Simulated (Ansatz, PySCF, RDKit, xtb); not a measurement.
# Si2ClOF+: a search for the lowest isomer

Task: start from the formula Si2ClOF+ (charge +1, odd number of electrons), draw up candidate structures, narrow them down in stages, and characterise the one that lies lowest at 298.15 K.

Plan: many cheap relaxations first (GFN2-xTB), then density-functional screening, relaxation at PBE0-D3(BJ)/def2-SVP, vibrations and a final energy. The numbers are computed, not measured.

7 further runs of the same task are left out: 7 set aside as unsound or not needed.

## 1. Candidates

A program enumerates the bonding patterns with one Lewis structure each (two rings at most, one unusual centre or charged pair), with their diastereomers. O–O, O–halogen and N–halogen bonds and N–N–N chains are not drawn. That gives 10 candidates.

```
label                 SMILES     spin
 c130   [O]/[Si](F)=[Si+]\Cl  doublet
 c170   [O]/[Si](Cl)=[Si+]\F  doublet
 c240       O=[Si+][Si](F)Cl  doublet
 c325   [O]/[Si](F)=[Si+]/Cl  doublet
 c403  F[Si@]1(Cl)[O+]=[Si]1  doublet
 c554     F[Si]/[O+]=[Si]/Cl  doublet
 c558     F[Si](Cl)[O+]=[Si]  doublet
 c638   [O]/[Si](Cl)=[Si+]/F  doublet
 c682        F[Si+]1O[Si]1Cl  doublet
 c763     F[Si]/[O+]=[Si]\Cl  doublet
```

Candidates are built by distance geometry, with a force field where one applies, in up to four conformers (letters a to d). 10 starts with atoms placed at random are added, to find patterns that the rules miss.

Q: Predict the outcome of this search (final energies at CCSD(T)/def2-SVP).

| quantity | value |
| --- | --- |
| lowest structure found | F[Si](Cl)[O+]=[Si], doublet, C1 |
| next finalist | F[Si]/[O+]=[Si]/Cl, doublet, 14.9 kcal/mol higher in G |
| share at equilibrium, among the finalists | 100.0 % |
| harmonic wavenumbers, lowest and highest (PBE0-D3(BJ)/def2-SVP) | 75 and 1152 cm⁻¹ |
| rotational constants, same geometry | 0.1388, 0.04926, 0.03832 cm⁻¹ |
| HOMO energy (highest over α and β) (PBE0/def2-TZVPD) | -12.11 eV |
| LUMO energy (lowest over α and β) (PBE0/def2-TZVPD) | -8.55 eV |
| lowest excitation (TD-PBE0/def2-SVPD) | 2.64 eV (f = 0.001) |
| strongest of the states computed, same level | 2.71 eV (f = 0.029) |
| vertical ionisation energy (to the singlet ion of charge +2) | 14.37 eV |
| vertical recombination energy (electron added) | 6.61 eV |
| vertical quartet less doublet | +4.35 eV |

The search ends on `F[Si](Cl)[O+]=[Si]`. The margin of 14.9 kcal/mol over the next finalist is beyond the usual error of the last level; it says nothing of structures that weren't ranked. GFN2-xTB, HF/STO-3G, r2SCAN-D4/def2-SVP, PBE0-D3(BJ)/def2-SVP, HF/def2-SVP and MP2/def2-SVP already put its bonding pattern lowest among the structures in one piece. The stability test raises a flag; for an open shell a flag towards a general spinor solution can be the free rotation of the spin. The search is not exhaustive (a finite list of starts, one conformer a finalist), so a lower isomer can't be ruled out.
